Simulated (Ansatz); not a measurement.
Sc3Te:

```
Sc Te
1.0
     0.00000    3.56950    3.56950
     3.56950    0.00000    3.56950
     3.56950    3.56950    0.00000
Sc Te
3 1
Cartesian
  1.7848 1.7848 1.7848
  5.3543 5.3543 5.3543
  3.5695 3.5695 3.5695
  0.0000 0.0000 0.0000
```

The cell was built by a generator and needn't be a form met in nature.

Base run:

| Item | Value |
| --- | --- |
| Program | Ansatz 0.2.0 |
| Functional | PBE |
| Potentials or basis | Ansatz PAW |
| Cutoff | 420 eV (not typed: the program's choice for these potentials) |
| k mesh | 5 × 5 × 5 |
| Occupations | fermi-dirac, width 0.05 eV |
| Spin | no spin polarisation |
| Hubbard terms | Sc d U = 2 eV |

Its results: band gap on the k mesh none (metal or under the smearing width); pressure 3.7 GPa.

The run is repeated on the same cell with these changes: hubbard terms from Sc d U = 2 eV to Sc d U = 5 eV. What comes out?

Band gap on the k mesh none (metal or under the smearing width); pressure 9.5 GPa.

Caveats: U without spin polarisation on a metal has little footing; the U is typed as a test and isn't derived for this compound.
